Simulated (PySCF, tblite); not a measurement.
# C₁₁H₁₃FO: NMR shifts, part 2 of 2

tblite 0.8.0 and PySCF 2.14.0. Atoms count from 0.

## 6. NMR shifts: GIAO PBE0/pcSseg-1 in chloroform

The job: settings as JSON, then the geometry in Å.

```
{"job": {"kind": "nmr", "xc": "PBE0", "basis": "pcSseg-1", "pop": false, "solvent": "chloroform"}, "charge": 0, "multiplicity": 1}
O      3.977426     1.388717     1.103215
C      3.210680     1.135134     0.238905
F      2.317254     2.057010    -0.166458
C      3.067033    -0.131137    -0.547830
C      1.631759    -0.644237    -0.625242
C      1.026577    -0.954675     0.736002
C     -0.410157    -1.476733     0.661059
C     -1.371531    -0.485897     0.058955
C     -1.876510    -0.654377    -1.234463
C     -2.735833     0.288037    -1.798775
C     -3.103566     1.420183    -1.075283
C     -2.608141     1.600545     0.216183
C     -1.751267     0.656394     0.775349
H      3.437540     0.088176    -1.564105
H      3.747726    -0.869647    -0.101328
H      1.009256     0.098529    -1.148348
H      1.622255    -1.552875    -1.250107
H      1.653968    -1.696078     1.260401
H      1.041358    -0.044835     1.362383
H     -0.744154    -1.738574     1.678408
H     -0.430890    -2.411302     0.076670
H     -1.593513    -1.541787    -1.807951
H     -3.120445     0.135328    -2.810200
H     -3.776767     2.159988    -1.514678
H     -2.893719     2.483367     0.793379
H     -1.370952     0.805923     1.790235
```

With the program's defaults for keys left out, this is: GIAO PBE0/pcSseg-1 NMR shielding, non-relativistic, IEF-PCM chloroform.

The log of the run:

```text
start: PBE on a coarse grid of 21116 points
cycle   1  E = -600.9244489455  dE =  1.584e+00  |g| = 1.080e+00  |ddm| = 4.862e+00
cycle   2  E = -600.0765562239  dE =  8.479e-01  |g| = 2.316e+00  |ddm| = 2.363e+00
cycle   3  E = -601.1128823241  dE = -1.036e+00  |g| = 5.377e-01  |ddm| = 1.715e+00
cycle   4  E = -601.1692867642  dE = -5.640e-02  |g| = 1.137e-01  |ddm| = 4.320e-01
cycle   5  E = -601.1705743644  dE = -1.288e-03  |g| = 6.563e-02  |ddm| = 9.836e-02
cycle   6  E = -601.1713807707  dE = -8.064e-04  |g| = 1.407e-02  |ddm| = 5.282e-02
cycle   7  E = -601.1714130172  dE = -3.225e-05  |g| = 4.546e-03  |ddm| = 1.365e-02
final grid: 195630 points
cycle   8  E = -601.3404920747  dE = -7.529e-03  |g| = 7.030e-02  |ddm| = 4.476e-01
cycle   9  E = -601.3393126723  dE =  1.179e-03  |g| = 1.087e-01  |ddm| = 1.067e-01
cycle  10  E = -601.3414564680  dE = -2.144e-03  |g| = 1.461e-02  |ddm| = 6.370e-02
cycle  11  E = -601.3414924895  dE = -3.602e-05  |g| = 4.660e-03  |ddm| = 1.176e-02
cycle  12  E = -601.3414960195  dE = -3.530e-06  |g| = 1.267e-03  |ddm| = 3.055e-03
cycle  13  E = -601.3414951808  dE =  8.387e-07  |g| = 2.663e-04  |ddm| = 1.226e-03
cycle  14  E = -601.3414965249  dE = -1.344e-06  |g| = 5.972e-05  |ddm| = 2.833e-04
converged SCF energy = -601.3414965249

GIAO shielding tensors (ppm)
atom      isotropic    diamagn.    paramagn.     s11        s22        s33       span
  0 O     -110.302     397.105    -507.408   -396.589   -176.108    241.790    638.378
  1 C       11.833     247.617    -235.784   -111.396     50.447     96.449    207.845
  2 F      142.900     482.048    -339.149   -108.425    249.810    287.314    395.739
  3 C      148.347     248.676    -100.330    129.882    148.342    166.816     36.934
  4 C      159.423     250.514     -91.091    147.888    159.612    170.768     22.880
  5 C      150.960     251.759    -100.800    142.745    143.699    166.435     23.690
  6 C      146.373     246.225     -99.852    136.551    141.063    161.504     24.953
  7 C       36.474     261.730    -225.256    -64.707     -1.332    175.462    240.169
  8 C       48.487     251.156    -202.669    -59.619     45.019    160.060    219.679
  9 C       50.807     254.103    -203.295    -60.084     37.570    174.936    235.020
 10 C       52.614     254.506    -201.892    -56.877     37.387    177.334    234.211
 11 C       49.695     254.101    -204.406    -62.368     35.831    175.623    237.991
 12 C       50.208     252.129    -201.920    -57.633     38.355    169.903    227.536
 13 H       28.545      26.317       2.228     24.596     26.635     34.404      9.808
 14 H       29.007      28.259       0.748     24.735     27.959     34.329      9.594
 15 H       29.922      34.306      -4.384     24.436     30.168     35.161     10.725
 16 H       30.062      32.603      -2.541     24.787     29.867     35.534     10.747
 17 H       29.630      32.687      -3.057     24.950     28.557     35.383     10.433
 18 H       29.923      35.262      -5.338     25.411     30.822     33.537      8.126
 19 H       28.217      31.001      -2.784     24.276     26.544     33.830      9.554
 20 H       28.964      32.535      -3.570     24.939     28.098     33.856      8.917
 21 H       23.888      33.265      -9.377     20.488     22.570     28.608      8.120
 22 H       23.735      29.267      -5.532     20.289     24.339     26.579      6.290
 23 H       23.773      28.535      -4.762     20.443     24.798     26.077      5.633
 24 H       23.627      30.120      -6.493     20.256     24.062     26.564      6.307
 25 H       23.730      33.758     -10.028     20.303     22.023     28.864      8.561
```

Wall time 23 s (2 threads of Arm Neoverse N1, shared host); peak memory 1.1 GiB.

## 7. Summary of results

What follows sums up all 2 parts.

```
                                                                    quantity                                                          value
                                                                 point group                                                             C1
                                        rotational constants (main isotopes)                                           1.41, 0.41, 0.37 GHz
$^{13}$C shifts against TMS (PBE0/pcSseg-2, means over atoms taken as alike)  173.7, 152.1, 138.7, 138.2, 135.8, 40.2, 36.9, 35.0, 26.4 ppm
 $^{1}$H shifts against TMS (PBE0/pcSseg-2, means over atoms taken as alike)                   7.57, 7.48, 7.42, 2.71, 2.33, 1.60, 1.35 ppm
                                 $^{17}$O shifts against H2O (PBE0/pcSseg-2)                                                      451.6 ppm
                               $^{19}$F shifts against CFCl3 (PBE0/pcSseg-2)                                                       36.8 ppm
                                    measured, and computed on the same scale                                            F2 δ 45.5, 36.8 ppm
```

The optimisation took 6 steps and gained 0.078 eV; among the close pairs (by a distance rule), C1–F2 changed most, from 1.367 to 1.346 Å (PBE0/def2-SVP). No frequency check was run at this level, so the end point may be a saddle. At PBE0/pcSseg-2: Shielding is most anisotropic at O0 (span 663 ppm, paramagnetic term -514 ppm). The one measured $^{19}$F shift is missed by -8.7 ppm (computed less measured, unscaled). Vibration, temperature and solvent are missing from the calculation, and it holds one conformer, so part of the miss against the measured shifts is not the functional's. NICS(1)zz of -29 ppm above the planar ring from C7 marks a diatropic (aromatic) ring current.
